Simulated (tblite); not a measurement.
# C3H10F3PSi2: the cost of one run

Computed with tblite 0.8.0 and PySCF 2.14.0, with density-fitted response routines of our own, on a single molecule in the gas phase. Atoms count from 0, in the outputs and in this text.

**1. The molecule as given**

19 atoms, charge 0, multiplicity 1; geometry from: force field or distance geometry start.

Bonds of the start (Å): F0–C1 1.39, C1–F2 1.39, C1–F3 1.38, C1–C4 1.50, C4–C5 1.50, C5–Si6 1.89, C5–Si7 1.88, Si7–P8 2.21, C4–H9 1.11, C4–H10 1.13, C5–H11 1.10, Si6–H12 1.47, Si6–H13 1.45, Si6–H14 1.46, Si7–H15 1.47, Si7–H16 1.49, P8–H17 1.45, P8–H18 1.45.

**2. Relaxing the molecule with GFN2-xTB**

The job: settings as JSON, then the geometry in Å.

```
{"job": {"kind": "relax", "xc": "GFN2-xTB", "basis": "xTB"}, "charge": 0, "multiplicity": 1}
F     -0.282900    -2.137500     0.514000
C     -1.457500    -1.610600     0.001200
F     -2.332000    -1.446800     1.075200
F     -2.027300    -2.431400    -0.952700
C     -1.129400    -0.274800    -0.595400
C     -0.567000     0.637500     0.454100
Si    -0.181300     2.289800    -0.379200
Si     1.087200    -0.023700     1.053800
P      2.291000    -0.781900    -0.640400
H     -2.004300     0.201600    -1.088300
H     -0.346100    -0.454900    -1.392700
H     -1.225900     0.763000     1.322200
H      0.286100     3.185800     0.681500
H     -1.416400     2.691900    -1.025800
H      0.870100     2.018500    -1.356700
H      0.920900    -1.022600     2.125800
H      1.821000     1.168700     1.557200
H      1.976600    -2.159100    -0.950900
H      3.707300    -0.604100    -0.410300
```

The run is started by

```sh
> OMP_NUM_THREADS=1 python probes_run.py task.json out
```

One launch serves the whole session: the jobs run in the order shown.

**Question.** How long does this first job take on 1 thread of Intel Xeon at 2.50GHz, shared host, and how much memory does it need?

About 2.5 s, with a peak of 0.18 GiB.
